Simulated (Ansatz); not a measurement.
# C3H8O2Si2: the cost of one run

Method: RKS PBE0-D4/STO-3G, in Ansatz 0.2.0.

**1. The system as given**

Bond lengths (14 of 15 bonds, heavy atoms first): C1–Si2 1.846 Å, Si2–Si3 2.277 Å, Si3–O4 1.703 Å, Si2–C5 1.787 Å, C5–C6 1.371 Å, Si2–O7 1.651 Å, C6–O7 1.297 Å, C1–H8 1.111 Å, C1–H9 1.131 Å, C1–H10 1.032 Å, Si3–H11 1.507 Å, Si3–H12 1.439 Å, O4–H13 1.071 Å, C5–H14 1.094 Å. Angles (14 of 26 angles, heavy atoms first): C1–Si2–Si3 113.6°, C1–Si2–C5 117.7°, C1–Si2–O7 118.6°, Si3–Si2–C5 116.5°, Si3–Si2–O7 111.2°, C5–Si2–O7 73.2°, Si2–Si3–O4 113.6°, Si2–C5–C6 88.7°, C5–C6–O7 100.6°, Si2–O7–C6 97.5°, Si2–C1–H8 107.4°, Si2–C1–H9 107.3°, Si2–C1–H10 113.3°, Si2–Si3–H11 109.3°.

As a file:

```xyz
15

C    -0.7349   -2.0343   -0.2685
Si   -0.2549   -0.2794    0.0418
Si    1.3373    0.4980   -1.3881
O     1.8535    2.0834   -1.0389
C    -0.1355    0.2622    1.7401
C    -1.2174    1.0764    1.5249
O    -1.4479    0.8386    0.2710
H    -1.1286   -2.0926   -1.3053
H    -1.5773   -2.2842    0.4438
H     0.0424   -2.6991   -0.1345
H     2.5829   -0.3381   -1.2474
H     0.9198    0.4471   -2.7640
H     1.0106    2.6714   -0.7367
H     0.4522    0.0909    2.6464
H    -1.7239    1.7089    2.2447
```

**2. Relaxing end A**

Contents of input.yaml:

```yaml
crystal:
  periodic: [false, false, false]
  atoms:
    - { symbol: C, position_ang: [-0.7349, -2.0343, -0.2685] }
    - { symbol: Si, position_ang: [-0.2549, -0.2794, 0.0418] }
    - { symbol: Si, position_ang: [1.3373, 0.498, -1.3881] }
    - { symbol: O, position_ang: [1.8535, 2.0834, -1.0389] }
    - { symbol: C, position_ang: [-0.1355, 0.2622, 1.7401] }
    - { symbol: C, position_ang: [-1.2174, 1.0764, 1.5249] }
    - { symbol: O, position_ang: [-1.4479, 0.8386, 0.271] }
    - { symbol: H, position_ang: [-1.1286, -2.0926, -1.3053] }
    - { symbol: H, position_ang: [-1.5773, -2.2842, 0.4438] }
    - { symbol: H, position_ang: [0.0424, -2.6991, -0.1345] }
    - { symbol: H, position_ang: [2.5829, -0.3381, -1.2474] }
    - { symbol: H, position_ang: [0.9198, 0.4471, -2.764] }
    - { symbol: H, position_ang: [1.0106, 2.6714, -0.7367] }
    - { symbol: H, position_ang: [0.4522, 0.0909, 2.6464] }
    - { symbol: H, position_ang: [-1.7239, 1.7089, 2.2447] }
basis:
  gaussian: { orbitals: STO-3G }
hamiltonian:
  xc: pbe0
  dispersion: d4
relax:
  f_tol: 0.015
  max_steps: 40
output:
  orbitals: {}
```

Launch:

```bash
$ ansatz run input.yaml --threads 1 --pin off --max-ram 2048MiB --backend cpu --events-out ev --progress --plain --runs-dir out
```

**Question.** How long does this run take on 1 thread of an Arm CPU, shared host, and how much memory does it need?

About 73 s, with a peak of 0.15 GiB.
